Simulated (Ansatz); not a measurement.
# C₂H₁₀ClGeNSi: taking an electron away

Aim: the vertical ionisation energy of C₂H₁₀ClGeNSi, as cation minus neutral at the neutral's geometry, on several levels, and how well −ε(HOMO) stands in for it.

The runs use Ansatz 0.2.0, Gaussian basis; unrestricted cation, the program's frozen cores in correlated methods.

Levels to be run: UKS PBE-D4/def2-TZVPP; UKS r2SCAN-D4/def2-TZVPP; UKS PBE0-D4/def2-TZVPP; UKS B3LYP-D4/def2-TZVPP; UKS wB97X-V/def2-TZVPP; UKS wB97M-V/def2-TZVPP; UKS B2PLYP/def2-TZVPP; UHF-CCSD(T)/def2-TZVPP; UHF-MP2/def2-QZVPP; extrapolation to the limit; then −ε(HOMO) from the neutral's earlier runs with LDA (SPW92), PBE-D4, revPBE-D4, BLYP-D4, r2SCAN-D4, B97M-V, PBE0-D4, B3LYP-D4, r2SCANh-D4, r2SCAN0-D4, HSE06-D4, BHLYP-D4, CAM-B3LYP-D4, LC-ωPBE, ωB97X-V, ωB97M-V.

**1. The relaxed structure**

All runs share one geometry, relaxed beforehand with PBE0-D4 in a triple-zeta def2 set.

SMILES `CC[N]([GeH3])[SiH2]Cl`, 16 atoms, charge 0, spin multiplicity 1.

Atoms are counted from 1 here; the program's logs count them from 0.

Bond lengths: C1–C2 1.519 Å, C1–H7 1.093 Å, C1–H8 1.093 Å, C1–H9 1.092 Å, C2–N3 1.464 Å, C2–H10 1.096 Å, C2–H11 1.097 Å, N3–Ge4 1.851 Å, N3–Si5 1.700 Å, Ge4–H12 1.533 Å, Ge4–H13 1.540 Å, Ge4–H14 1.539 Å, Si5–Cl6 2.075 Å, Si5–H15 1.479 Å, Si5–H16 1.482 Å. Angles: C2–C1–H7 110.4°, C2–C1–H8 111.4°, C2–C1–H9 110.8°, H7–C1–H8 107.7°, H7–C1–H9 108.5°, H8–C1–H9 107.8°, C1–C2–N3 114.1°, C1–C2–H10 109.4°, C1–C2–H11 109.7°, N3–C2–H10 108.4°, N3–C2–H11 109.0°, H10–C2–H11 105.9°, C2–N3–Ge4 116.8°, C2–N3–Si5 119.5°, Ge4–N3–Si5 122.9°, N3–Ge4–H12 107.2°, N3–Ge4–H13 111.9°, N3–Ge4–H14 106.4° and more.

**2. Cation, UKS PBE-D4/def2-TZVPP**

Input file in.yaml:

```yaml
crystal:
  periodic: [false, false, false]
  atoms:
    - {symbol: C, position_ang: [-0.685614, -1.792012, -0.371294]}
    - {symbol: C, position_ang: [0.412791, -1.055389, 0.375134]}
    - {symbol: N, position_ang: [0.359491, 0.401239, 0.234473]}
    - {symbol: Ge, position_ang: [0.891797, 1.103228, -1.393158]}
    - {symbol: Si, position_ang: [-0.406166, 1.329938, 1.434655]}
    - {symbol: Cl, position_ang: [-2.478541, 1.290945, 1.344002]}
    - {symbol: H, position_ang: [-0.594877, -2.870197, -0.217054]}
    - {symbol: H, position_ang: [-0.631487, -1.603620, -1.446571]}
    - {symbol: H, position_ang: [-1.671064, -1.474093, -0.025349]}
    - {symbol: H, position_ang: [0.356387, -1.302256, 1.441800]}
    - {symbol: H, position_ang: [1.393667, -1.410576, 0.035786]}
    - {symbol: H, position_ang: [1.041480, 2.617238, -1.206819]}
    - {symbol: H, position_ang: [-0.128045, 0.805697, -2.507839]}
    - {symbol: H, position_ang: [2.231630, 0.430041, -1.739325]}
    - {symbol: H, position_ang: [-0.017934, 2.747521, 1.271071]}
    - {symbol: H, position_ang: [-0.073495, 0.782285, 2.770509]}
basis:
  gaussian: {orbitals: def2-TZVPP}
total_charge: 1
magnetization: {spin_polarized: true, initial_magnetization: 1}
hamiltonian: {xc: pbe, dispersion: d4}
```

The program printed:

```text
Functional definition: PBE
  name "PBE"
  cite "Perdew, Burke & Ernzerhof, Phys. Rev. Lett. 77, 3865 (1996) doi:10.1103/PhysRevLett.77.3865"
  parent pbe
  parameter kappa = 0.804
  parameter beta = 0.06672455060314922
  exchange = pbe_x(kappa = kappa, mu = beta*pi^2/3)
  correlation = pbe_c(beta = beta)
2045 factors; their error is unknown
mean field evaluation 1: about -80588.6868 eV, gradient 7.9e1 eV
mean field evaluation 2: about -80300.0319 eV, gradient 2.1e2 eV
mean field evaluation 4: about -80612.2763 eV, gradient 3.3e1 eV
mean field evaluation 8: about -80618.1141 eV, gradient 1.5e0 eV
mean field evaluation 16: about -80618.0661 eV, gradient 5.8e-2 eV
mean field evaluation 32: about -80613.7696 eV, gradient 2.0e1 eV
mean field -80618.06612501 eV, -2962.6592852061 hartree, gradient 1.7e-5 eV, S^2 0.753188; 6 other end points of the search recorded, 0 dependent functions left out
reference -80618.06617656 eV, -2962.6592871007 hartree; 46, 45 occupied and 319, 320 virtual orbitals, 2045 factors
Total energy: -80618.48745559 eV, -2962.6747688196 hartree
```

Wall time 3.7 s (1 × H100 (card shared with other runs) with 3 threads, shared host); peak host memory 0.97 GiB.

Less the neutral's -80627.2576 eV (earlier run), this gives 8.770 eV. ⟨S²⟩ = 0.753.

**3. Cation, UKS r2SCAN-D4/def2-TZVPP**

in.yaml, as its differences from that of step 2:

```diff
@@ -23,2 +23,2 @@
 magnetization: {spin_polarized: true, initial_magnetization: 1}
-hamiltonian: {xc: pbe, dispersion: d4}
+hamiltonian: {xc: r2scan, dispersion: d4}
```

The program printed:

```text
Functional definition: r2SCAN
  name "r2SCAN"
  cite "Furness, Kaplan, Ning, Perdew & Sun, J. Phys. Chem. Lett. 11, 8208 (2020) doi:10.1021/acs.jpclett.0c02405"
  cite "Furness, Kaplan, Ning, Perdew & Sun, J. Phys. Chem. Lett. 11, 9248 (2020) doi:10.1021/acs.jpclett.0c03077"
  parent r2scan
  parameter k0 = 0.174
  parameter k1 = 0.065
  parameter a1 = 4.9479
  exchange = r2scan_x(k0 = k0, k1 = k1, a1 = a1)
  correlation = r2scan_c
2045 factors; their error is unknown
mean field evaluation 1: about -80612.1962 eV, gradient 7.2e1 eV
mean field evaluation 2: about -80441.2293 eV, gradient 1.7e2 eV
mean field evaluation 4: about -80632.4773 eV, gradient 3.0e1 eV
mean field evaluation 8: about -80637.1414 eV, gradient 1.2e0 eV
mean field evaluation 16: about -80637.0942 eV, gradient 6.9e-3 eV
mean field -80637.09418794 eV, -2963.3585536211 hartree, gradient 8.3e-5 eV, S^2 0.757367; 2 other end points of the search recorded, 0 dependent functions left out
reference -80637.09420507 eV, -2963.3585542509 hartree; 46, 45 occupied and 319, 320 virtual orbitals, 2045 factors
Total energy: -80637.20295540 eV, -2963.3625507517 hartree
```

It took 3.1 s on 1 × H100 (card shared with other runs) with 3 threads, shared host; peak host memory 1 GiB.

Less the neutral's -80646.0114 eV (earlier run), this gives 8.808 eV. ⟨S²⟩ = 0.757.

**4. Cation, UKS PBE0-D4/def2-TZVPP**

in.yaml, as its differences from that of step 3:

```diff
@@ -23,2 +23,2 @@
 magnetization: {spin_polarized: true, initial_magnetization: 1}
-hamiltonian: {xc: r2scan, dispersion: d4}
+hamiltonian: {xc: pbe0, dispersion: d4}
```

The program printed:

```text
Functional definition: PBE0
  name "PBE0"
  cite "Adamo & Barone, J. Chem. Phys. 110, 6158 (1999) doi:10.1063/1.478522"
  cite "Perdew, Burke & Ernzerhof, Phys. Rev. Lett. 77, 3865 (1996) doi:10.1103/PhysRevLett.77.3865"
  parent pbe
  parameter a = 0.25
  parameter kappa = 0.804
  parameter beta = 0.06672455060314922
  exchange = (1 - a)*pbe_x(kappa = kappa, mu = beta*pi^2/3) + a*exact_x
  correlation = pbe_c(beta = beta)
2122 factors; their error is unknown
mean field evaluation 1: about -80601.7751 eV, gradient 6.4e1 eV
mean field evaluation 2: about -80533.2450 eV, gradient 1.2e2 eV
mean field evaluation 4: about -80617.9057 eV, gradient 2.7e1 eV
mean field evaluation 8: about -80621.5633 eV, gradient 5.5e-1 eV
mean field evaluation 16: about -80621.8713 eV, gradient 4.2e-3 eV
mean field -80621.87133574 eV, -2962.7991241214 hartree, gradient 6.6e-5 eV, S^2 0.756425; 0 other end points of the search recorded, 0 dependent functions left out
reference -80621.87137409 eV, -2962.7991255306 hartree; 46, 45 occupied and 319, 320 virtual orbitals, 2122 factors
Total energy: -80622.23441067 eV, -2962.8124668789 hartree
```

Run time: 2.3 s. Hardware: 1 × H100 (card shared with other runs) with 3 threads, shared host; peak host memory 0.95 GiB.

The neutral molecule at this level: -80631.1898 eV. Difference: 8.955 eV. ⟨S²⟩ = 0.756.

**5. Cation, UKS B3LYP-D4/def2-TZVPP**

in.yaml, as its differences from that of step 4:

```diff
@@ -23,2 +23,2 @@
 magnetization: {spin_polarized: true, initial_magnetization: 1}
-hamiltonian: {xc: pbe0, dispersion: d4}
+hamiltonian: {xc: {name: B3LYP}, dispersion: d4}
```

The program printed, cut to the lines that bear on the results:

```text
Functional definition: B3LYP
  name "B3LYP"
  cite "Stephens, Devlin, Chabalowski & Frisch, J. Phys. Chem. 98, 11623 (1994) doi:10.1021/j100096a001"
  cite "Becke, Phys. Rev. A 38, 3098 (1988) doi:10.1103/PhysRevA.38.3098"
  cite "Lee, Yang & Parr, Phys. Rev. B 37, 785 (1988) doi:10.1103/PhysRevB.37.785"
  cite "Vosko, Wilk & Nusair, Can. J. Phys. 58, 1200 (1980) doi:10.1139/p80-159"
[...]
2098 factors; their error is unknown
[...]
mean field -80643.38578973 eV, -2963.5897657225 hartree, gradient 8.7e-5 eV, S^2 0.755573; 0 other end points of the search recorded, 0 dependent functions left out
reference -80643.38612613 eV, -2963.5897780848 hartree; 46, 45 occupied and 319, 320 virtual orbitals, 2098 factors
Total energy: -80644.06351825 eV, -2963.6146717863 hartree
```

Wall time 2.2 s (1 × H100 (card shared with other runs) with 3 threads, shared host); peak host memory 0.95 GiB.

The neutral molecule at this level: -80653.0656 eV. Difference: 9.002 eV. ⟨S²⟩ = 0.756.

**6. Cation, UKS wB97X-V/def2-TZVPP**

in.yaml, as its differences from that of step 5:

```diff
@@ -23,2 +23,2 @@
 magnetization: {spin_polarized: true, initial_magnetization: 1}
-hamiltonian: {xc: {name: B3LYP}, dispersion: d4}
+hamiltonian: {xc: {name: wB97X-V}}
```

The program printed, cut to the lines that bear on the results:

```text
Functional definition: wB97X-V
  name "wB97X-V"
  cite "Mardirossian & Head-Gordon, Phys. Chem. Chem. Phys. 16, 9904 (2014) doi:10.1039/C3CP54374A"
  cite "Becke, J. Chem. Phys. 107, 8554 (1997) doi:10.1063/1.475007"
  cite "Vydrov & Van Voorhis, J. Chem. Phys. 133, 244103 (2010) doi:10.1063/1.3521275"
[...]
      + integral(e_c_pw_opposite_spin*poly(b97_u_opposite, cos0, cos1)) + vv10(b, c)
2095 factors; their error is unknown
470 factors; integrals over basis functions are off by at most 1.7e-5 eV
[...]
mean field -80631.62591915 eV, -2963.1575984496 hartree, gradient 3.3e-5 eV, S^2 0.755789; 0 other end points of the search recorded, 0 dependent functions left out
reference -80631.62591669 eV, -2963.1575983595 hartree; 46, 45 occupied and 319, 320 virtual orbitals, 2095 factors
Total energy: -80631.62591669 eV, -2963.1575983595 hartree
```

Wall time 3.4 s (1 × H100 (card shared with other runs) with 3 threads, shared host); peak host memory 1.1 GiB.

Less the neutral's -80640.7401 eV (earlier run), this gives 9.114 eV. ⟨S²⟩ = 0.756.

**7. Cation, UKS wB97M-V/def2-TZVPP**

in.yaml, as its differences from that of step 6:

```diff
@@ -23,2 +23,2 @@
 magnetization: {spin_polarized: true, initial_magnetization: 1}
-hamiltonian: {xc: {name: wB97X-V}}
+hamiltonian: {xc: {name: wB97M-V}}
```

The program printed, cut to the lines that bear on the results:

```text
Functional definition: wB97M-V
  name "wB97M-V"
  cite "Mardirossian & Head-Gordon, J. Chem. Phys. 144, 214110 (2016) doi:10.1063/1.4952647"
  cite "Becke, J. Chem. Phys. 107, 8554 (1997) doi:10.1063/1.475007"
  cite "Vydrov & Van Voorhis, J. Chem. Phys. 133, 244103 (2010) doi:10.1063/1.3521275"
  # Of w^i u^j: cxij and so on, Table III.
[...]
  gx(w, u) = 1 - cx + cx01*u + cx10*w
  gss(w, u) = css00 + css04*u^4 + css10*w + css20*w^2 + css43*w^4*u^3
  gos(w, u) = cos00 + cos10*w + (cos20 + cos21*u)*w^2 + (cos60 + cos61*u)*w^6
[...]
      + integral(e_c_pw_mod_opposite_spin*gos(b97_w_opposite, b97_u_opposite)) + vv10(b, c)
2092 factors; their error is unknown
470 factors; integrals over basis functions are off by at most 1.7e-5 eV
[...]
mean field -80634.36140664 eV, -2963.2581257608 hartree, gradient 8.5e-5 eV, S^2 0.755139; 0 other end points of the search recorded, 0 dependent functions left out
reference -80634.36146593 eV, -2963.2581279397 hartree; 46, 45 occupied and 319, 320 virtual orbitals, 2092 factors
Total energy: -80634.36146593 eV, -2963.2581279397 hartree
```

Wall time 3.8 s (1 × H100 (card shared with other runs) with 3 threads, shared host); peak host memory 1.2 GiB.

The neutral molecule at this level: -80643.4786 eV. Difference: 9.117 eV. ⟨S²⟩ = 0.755.

**8. Cation, UKS B2PLYP (frozen core)/def2-TZVPP**

in.yaml, as its differences from that of step 7:

```diff
@@ -23,2 +23,2 @@
 magnetization: {spin_polarized: true, initial_magnetization: 1}
-hamiltonian: {xc: {name: wB97M-V}}
+hamiltonian: {xc: {name: B2PLYP}}
```

The program printed, cut to the lines that bear on the results:

```text
Functional definition: B2PLYP
  name "B2PLYP"
  cite "Grimme, J. Chem. Phys. 124, 034108 (2006) doi:10.1063/1.2148954"
  cite "Becke, Phys. Rev. A 38, 3098 (1988) doi:10.1103/PhysRevA.38.3098"
  cite "Lee, Yang & Parr, Phys. Rev. B 37, 785 (1988) doi:10.1103/PhysRevB.37.785"
[...]
2145 factors; integrals over basis functions are off by at most 1.0e-3 eV
[...]
mean field -80610.87310782 eV, -2962.3949467002 hartree, gradient 4.4e-6 eV, S^2 0.759315; 2 other end points of the search recorded, 0 dependent functions left out
22 core orbitals not correlated: weight in the atoms' cores, before any rotation towards them, 1.000 or more for the frozen orbitals, at most 0.000 for the correlated occupied ones
reference -80610.87332091 eV, -2962.3949545309 hartree; 24, 23 occupied and 319, 320 virtual orbitals, 2145 factors
second order -36.24229130 eV of doubles, -0.00000000 eV of singles
Total energy: -80620.65873956 eV, -2962.7545620335 hartree
```

It took 3.6 s on 1 × H100 (card shared with other runs) with 3 threads, shared host; peak host memory 1.7 GiB.

Less the neutral's -80629.7050 eV (earlier run), this gives 9.046 eV. ⟨S²⟩ = 0.759.

**9. Cation, UHF-CCSD(T)/def2-TZVPP**

in.yaml, as its differences from that of step 8:

```diff
@@ -23,2 +23,3 @@
 magnetization: {spin_polarized: true, initial_magnetization: 1}
-hamiltonian: {xc: {name: B2PLYP}}
+correlation: {method: ccsd_t}
+scf: {omitted_lower_state_checks: [cluster_reference]}
```

The program printed, cut to the lines that bear on the results:

```text
Functional definition: HF
  name "HF"
  cite "Fock, Z. Phys. 61, 126 (1930) doi:10.1007/BF01340294"
  parent pbe
[...]
2145 factors; integrals over basis functions are off by at most 1.0e-3 eV
[...]
mean field -80536.79519080 eV, -2959.6726334613 hartree, gradient 4.6e-6 eV, S^2 0.764077; 4 other end points of the search recorded, 0 dependent functions left out
22 core orbitals not correlated: weight in the atoms' cores, before any rotation towards them, 1.000 or more for the frozen orbitals, at most 0.000 for the correlated occupied ones
reference -80536.79519080 eV, -2959.6726334613 hartree; 24, 23 occupied and 319, 320 virtual orbitals, 2145 factors
second order -29.52662681 eV of doubles, -0.00000000 eV of singles
cycle   1  -30.63263032 eV  change    -1.1e0 eV  update   1.3e-1
[...]
cycle  14  -31.70185520 eV  change   -3.6e-5 eV  update   3.4e-5
perturbative correction -1.23861798 eV, -0.0455183712 hartree
Total energy: -80569.73566398 eV, -2960.8831735228 hartree
Checks for a lower state left out: cluster_reference
```

Wall time 77 s (1 × H100 (card shared with other runs) with 3 threads, shared host); peak host memory 1.7 GiB.

The neutral molecule at this level: -80578.8756 eV. Difference: 9.140 eV. ⟨S²⟩ = 0.764. T1 = 0.018 (report).

**10. Cation, UHF-MP2/def2-QZVPP**

in.yaml, as its differences from that of step 9:

```diff
@@ -20,6 +20,6 @@
 basis:
-  gaussian: {orbitals: def2-TZVPP}
+  gaussian: {orbitals: "def2-QZVPP.json"}
 total_charge: 1
 magnetization: {spin_polarized: true, initial_magnetization: 1}
-correlation: {method: ccsd_t}
+correlation: {method: mp2}
 scf: {omitted_lower_state_checks: [cluster_reference]}
```

The program printed, cut to the lines that bear on the results:

```text
Functional definition: HF
  name "HF"
  cite "Fock, Z. Phys. 61, 126 (1930) doi:10.1007/BF01340294"
  parent pbe
[...]
4203 factors; integrals over basis functions are off by at most 1.1e-3 eV
[...]
mean field -80538.73697615 eV, -2959.7439927570 hartree, gradient 3.9e-6 eV, S^2 0.764076; 4 other end points of the search recorded, 0 dependent functions left out
22 core orbitals not correlated: weight in the atoms' cores, before any rotation towards them, 1.000 or more for the frozen orbitals, at most 0.000 for the correlated occupied ones
reference -80538.73697615 eV, -2959.7439927570 hartree; 24, 23 occupied and 654, 655 virtual orbitals, 4203 factors
second order -38.41326554 eV of doubles, -0.00000000 eV of singles
Total energy: -80577.15024169 eV, -2961.1556542282 hartree
Checks for a lower state left out: cluster_reference
```

Wall time 9.5 s (1 × H100 (card shared with other runs) with 3 threads, shared host); peak host memory 1.5 GiB.

Less the neutral's -80586.6772 eV (earlier run), this gives 9.527 eV. ⟨S²⟩ = 0.764.

**11. Extrapolating to the complete basis**

This step is arithmetic on the last runs, with X = 3 and 4: exp(−7.88√X) for Hartree-Fock, X^−2.97 for correlation; only MP2 was run in the larger set, so CCSD(T) minus MP2 is added from the smaller one.

```csv
level,energy at the limit (eV)
HF,-80539.0044
MP2,-80584.0004
CCSD,-80586.1756
CCSD(T),-80587.4142
```

This is no true limit for total energies: MP2 correlation changes by a factor of 1.30 from triple to quadruple zeta (about 1.07 in light molecules), because outer-core shells are correlated in sets not made for them. Much of that cancels between molecule and atoms or ions.

The neutral's limit, from its own earlier runs, is -80596.6780 eV in the additive form (MP2 limit plus CCSD(T) minus MP2 in triple zeta), in which the cation has -80587.4142 eV.

**12. Ionisation energies side by side**

Differences are taken before rounding.

```csv
method,ionisation energy (eV),from CCSD(T)/CBS (eV),time
PBE-D4,8.77,-0.49,5.5 s
r2SCAN-D4,8.81,-0.46,5.2 s
PBE0-D4,8.96,-0.31,4.1 s
B3LYP-D4,9.00,-0.26,4.3 s
ωB97X-V,9.11,-0.15,5.6 s
ωB97M-V,9.12,-0.15,6.9 s
B2PLYP,9.05,-0.22,6 s
HF/def2-TZVPP,7.95,-1.31,
MP2/def2-TZVPP,9.46,+0.20,
CCSD/def2-TZVPP,9.08,-0.18,
CCSD(T)/def2-TZVPP,9.14,-0.12,84 s
CCSD(T)/CBS,9.26,0,97 s
```

Among the levels timed on like hardware and quicker than the yardstick, those that no quicker one beats, quickest first: PBE0-D4 (4.1 s, -0.31 eV); B3LYP-D4 (4.3 s, -0.26 eV); ωB97X-V (5.6 s, -0.15 eV); ωB97M-V (6.9 s, -0.15 eV); CCSD(T)/def2-TZVPP (84 s, -0.12 eV). Runs this short are mostly start-up, so their order is noise.

Times add the cation's run and the neutral's; HF, MP2 and CCSD come out of the CCSD(T) runs.

Orbital estimates, from the neutral's runs:

```csv
functional,−ε(HOMO) (eV),by energy difference (eV)
LDA (SPW92),6.10,
PBE-D4,5.97,8.77
revPBE-D4,5.91,
BLYP-D4,5.83,
r2SCAN-D4,6.23,8.81
B97M-V,6.40,
PBE0-D4,7.26,8.96
B3LYP-D4,7.03,9.00
r2SCANh-D4,6.71,
r2SCAN0-D4,7.44,
HSE06-D4,6.86,
BHLYP-D4,8.47,
CAM-B3LYP-D4,8.60,
LC-ωPBE,9.94,
ωB97X-V,9.61,9.11
ωB97M-V,9.52,9.12
```

**13. Summary of results**

```
                        quantity               value
  ionisation energy, CCSD(T)/CBS             9.26 eV
nearest functional by difference  ωB97M-V (-0.15 eV)
                nearest −ε(HOMO)  ωB97M-V (+0.26 eV)
                 −ε(HOMO) of PBE             5.97 eV
                T1 of the cation               0.018
```

What this shows: Energy differences with functionals land within 0.49 eV of the reference. −ε(HOMO) of PBE misses by 3.3 eV, since self-interaction lifts the level. Among orbital estimates ωB97M-V comes nearest. Hartree-Fock falls 1.31 eV short, as the neutral has more correlation energy than the cation. The cation may have settled in a state other than its lowest; no search over hole states beyond the program's own was made. Correlated methods include outer-core shells of Ge, which these sets cover unevenly. With outer-core shells in play the reference is unsure by up to some tenths of an eV, so close misses can't be ranked.

For cost: CCSD(T)/def2-TZVPP gets within 0.12 eV in 84 s, where CCSD(T)/CBS took 97 s.
